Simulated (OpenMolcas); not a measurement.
# BH3O3 (boric acid): a first try and a second

Aim: a transition-state search of BH3O3 (boric acid) at HF/ANO-S-VDZ (constraint dihedral, constraint atoms (3, 2, 1, 5), constraint value -10).

The results are computed with OpenMolcas 26.06.

4 further runs of the same task are left out: 4 set aside as unsound or not needed.

## 1. The system as given

BH3O3 has 7 atoms, charge 0, and is taken as a singlet. As SMILES, `OB(O)O`. Geometry: relaxed at PBE0-D4/def2-TZVP. This is a higher conformer, about 20 kJ/mol above the lowest found by a separate search. The run starts from this shape.

Bond lengths: O1–B2 1.367 Å, B2–O3 1.360 Å, B2–O4 1.376 Å, O1–H5 0.957 Å, O3–H6 0.959 Å, O4–H7 0.957 Å. Angles: O1–B2–O3 116.5°, O1–B2–O4 125.2°, O3–B2–O4 118.3°, B2–O1–H5 115.3°, B2–O3–H6 111.6°, B2–O4–H7 115.8°.

## 2. First attempt

The input, mol.xyz:

```xyz
7

O     -1.109700     0.802600     0.321900
B     -0.012200    -0.006800     0.228700
O      0.501200    -0.469300     1.400100
O      0.600700    -0.381300    -0.945400
H     -1.457400     1.118600    -0.511500
H      1.266800    -1.028200     1.254500
H      0.210500    -0.035700    -1.748300
```

The input, calc.inp:

```
>>> EXPORT MOLCAS_PRINT=2
&gateway
coord = mol.xyz
basis = ANO-S-VDZ
group = NoSym
>>> EXPORT MOLCAS_MAXITER=30
>>> Do While
&seward
&scf
thresholds = 0.01 0.1 0.1 1
prorbitals = 1 1
&slapaf
findts
tsconstraints
a = Dihedral O3 B2 O1 H5
Value
a = -10 degree
End of TSConstraints
>>> EndDo
>>> COPY $Project.Opt.xyz $CurrDir/final.xyz
>>> COPY $Project.slapaf.h5 $CurrDir/final.slapaf.h5
&mckinley
```

Run with:

```console
export MOLCAS_MEM=1860
pymolcas calc.inp > calc.log
```

Standard output:

```text
--- Start Module: gateway ---

                                              &GATEWAY

                       available to each process: 1.9 GB of memory, 1 thread

++    Symmetry information:
      ---------------------

                    Character Table for C1

                             E
                    a        1  x, y, xy, Rz, z, xz, Ry, yz, Rx, I
--

++    Basis set information:
      ----------------------

      Basis set label: O.ANO-S...3S2P.

      Electronic valence basis set:
      ------------------
      Associated Effective Charge   8.000000 au
      Associated Actual Charge      8.000000 au
      Nuclear Model: Point charge

      Shell  nPrim  nBasis  Cartesian Spherical Contaminant
         s      10       3        X
         p       6       2        X

      Basis set label: B.ANO-S...3S2P.

      Electronic valence basis set:
      ------------------
      Associated Effective Charge   5.000000 au
      Associated Actual Charge      5.000000 au
      Nuclear Model: Point charge

      Shell  nPrim  nBasis  Cartesian Spherical Contaminant
         s      10       3        X
         p       6       2        X

      Basis set label: O.ANO-S...3S2P.

[... 290 lines left out ...]
      Dipole Moment (debye):
[... 267 lines left out ...]
Iter      Energy       Change     Norm      Max    Element    Max     Element     Final Energy Update Update   Index
[... 229 lines left out ...]
       +  Value      Threshold Converged? +  Value      Threshold Converged? +
[... 233 lines left out ...]
 Convergence not reached yet!
[... 280 lines left out ...]
Iter      Energy       Change     Norm      Max    Element    Max     Element     Final Energy Update Update   Index
[... 232 lines left out ...]
       +  Value      Threshold Converged? +  Value      Threshold Converged? +
[... 229 lines left out ...]
 Convergence not reached yet!
[... 283 lines left out ...]
Iter      Energy       Change     Norm      Max    Element    Max     Element     Final Energy Update Update   Index
[... 232 lines left out ...]
       +  Value      Threshold Converged? +  Value      Threshold Converged? +
[... 229 lines left out ...]
 Convergence not reached yet!
[... 174 lines left out ...]
 * Nuclear coordinates of the final structure / angstrom *
[... 187 lines left out ...]
      Mode      9
        Frequency:         1503.17 cm-1
      ---------------------------------
        Angle B2 O4 H7          -1.0000
        Angle B2 O1 H5           0.9560
        Angle B2 O3 H6           0.6176
      ---------------------------------

      Mode     10
        Frequency:         1599.63 cm-1
      ---------------------------------
        Angle B2 O3 H6           1.0000
        Angle B2 O1 H5          -0.9421
      ---------------------------------

      Mode     11
        Frequency:         1884.91 cm-1
      ---------------------------------
        Bond O3 B2              -1.0000
        Bond O4 B2               0.7093
        Angle B2 O1 H5           0.5141
      ---------------------------------

      Mode     12
        Frequency:         1941.41 cm-1
      ---------------------------------
        Bond B2 O1              -1.0000
        Angle B2 O3 H6           0.8904
        Bond O4 B2               0.7324
        Angle B2 O4 H7          -0.7227
        Angle O3 B2 O4          -0.5026
      ---------------------------------

      Mode     13
        Frequency:         4487.02 cm-1
      ---------------------------------
        Bond H5 O1              -1.0000
      ---------------------------------

      Mode     14
        Frequency:         4492.22 cm-1
      ---------------------------------
        Bond H7 O4              -1.0000
      ---------------------------------

      Mode     15
        Frequency:         4506.58 cm-1
      ---------------------------------
        Bond H6 O3               1.0000
      ---------------------------------
--
--
--- Stop Module: slapaf /rc=_RC_NOT_CONVERGED_ ---

.#######################.
.# Convergence problem #.
.#######################.

    Timing: Wall=62.95 User=50.08 System=9.45
```

It took 64 s on 1 thread of Intel Xeon 6975P-C (Granite Rapids), shared host; peak memory 0.38 GiB.

## 3. What went wrong

No converged result was reached.

What is wrong: the convergence setting is far too loose. Among its listed settings the sound run differs in this, and the input shows the rest: max steps 50 in place of 30.

## 4. Second attempt

mol.xyz is that of step 2.

The input, calc.inp:

```
>>> EXPORT MOLCAS_PRINT=2
&GATEWAY
Coord
mol.xyz
Basis
ANO-S-VDZ
Group
NoSym
>>> EXPORT MOLCAS_MAXITER=50
>>> Do While
&SEWARD
&SCF
PrOrbitals
0
&SLAPAF
FindTS
TSConstraints
a = Dihedral O3 B2 O1 H5
Value
a = -10 degree
End of TSConstraints
>>> EndDo
>>> COPY $Project.Opt.xyz $CurrDir/final.xyz
>>> COPY $Project.slapaf.h5 $CurrDir/final.slapaf.h5
&MCKINLEY
```

Run with:

```console
export MOLCAS_MEM=300
pymolcas calc.inp > calc.log
```

Standard output (excerpt; [...] marks lines left out):

```text
--- Start Module: gateway ---
[...]
--- Stop Module: gateway /rc=_RC_ALL_IS_WELL_ ---
[...]
      Basis functions           42
[...]
       Convergence after  10 Iterations
[...]
::    Total SCF energy                               -251.0877867262
[...]
 *              Molecular gradients               *
 **************************************************
  Irreducible representation: a
 ------------------------------------------------------------------------------------------
                              X                       Y                       Z
 ------------------------------------------------------------------------------------------
  O1                3.93391498260520E-03   -4.27352685679860E-03    1.95704460987938E-02
  B2                5.05724204996561E-03   -2.21936416827347E-03   -2.23325953832205E-02
  O3               -1.65955555249517E-02    1.21417659569756E-02    2.77270429748278E-03
  O4                7.98304218424484E-03   -6.66565041351674E-03    1.05643645075721E-02
  H5                1.18647544684825E-02   -8.41034794078466E-03   -5.91705774375484E-03
  H6               -2.90469823213346E-03    3.18715419469573E-03   -1.48410322792937E-02
  H7               -9.33869992821479E-03    6.23996922771219E-03    1.01831705024087E-02
 ------------------------------------------------------------------------------------------
[...]
     Frequency:      i477.27    521.30    533.63    546.94    557.51    711.02
[...]
     Frequency:      1078.80   1481.72   1579.24   1645.30   2000.29   2071.95
[...]
       Convergence after   5 Iterations
[...]
::    Total SCF energy                               -251.0916823220
[...]
      Total spin, S                                     0.0000000000
[...]
      Total electronic charge=   32.000000
      Total            charge=   -0.000000
[...]
      Dipole Moment (debye):
      Origin of the operator (angstrom)=    0.0488    0.0412    0.1366
                   X= -1.0339E+00               Y= -8.3064E-01               Z= -2.6213E+00           Total=  2.9377E+00
      Quadrupole Moment (debye*angstrom):
[...]
--- Start Module: mckinley ---
[...]
        Frequency:         1531.00 cm-1
      ---------------------------------
[...]
        Frequency:         4059.71 cm-1
      ---------------------------------
[...]
        Frequency:         4065.25 cm-1
      ---------------------------------
[...]
        Frequency:         4119.18 cm-1
      ---------------------------------
[...]
```

Run time: 32 s. Hardware: 1 thread of Intel Xeon 6975P-C (Granite Rapids), shared host; peak memory 0.24 GiB.

Step by step:

| step | energy from the first frame kept (eV) | largest force (eV/Å) |
| --- | --- | --- |
| 0 | 0.0000 | 1.1830 |
| 1 | -0.1265 | 0.6090 |
| 2 | -0.1314 | 0.9713 |
| 3 | -0.1715 | 0.4941 |
| 4 | -0.1918 | 0.3236 |
| 5 | -0.1792 | 0.3544 |
| 6 | -0.1625 | 0.2788 |
| 7 | -0.1360 | 0.2407 |
| 8 | -0.1137 | 0.1507 |
| 9 | -0.1068 | 0.0571 |
| 10 | -0.1060 | 0.0178 |
| 11 | -0.1060 | 0.0095 |

After the run. Bond lengths: O1–B2 1.379 Å, B2–O3 1.373 Å, B2–O4 1.385 Å, O1–H5 0.952 Å, O3–H6 0.956 Å, O4–H7 0.957 Å. Angles: O1–B2–O3 119.4°, O1–B2–O4 122.9°, O3–B2–O4 117.7°, B2–O1–H5 130.3°, B2–O3–H6 121.9°, B2–O4–H7 123.7°.

## 5. What came out

At HF/ANO-S-VDZ (constraint dihedral, constraint atoms (3, 2, 1, 5), constraint value -10):

```
                   quantity                  value
    total energy at the end          -251.09168 Eh
              dipole moment                 2.94 D
                HOMO energy              -14.06 eV
                LUMO energy                2.22 eV
              HOMO–LUMO gap               16.28 eV
 lowest harmonic wavenumber  495i cm⁻¹ (imaginary)
highest harmonic wavenumber              4119 cm⁻¹
```

In words: 1 mode is imaginary (lowest 495i cm⁻¹): a first-order saddle point. Mulliken charges run from -0.71 on O1 to +0.66 on B2; they depend strongly on the basis.
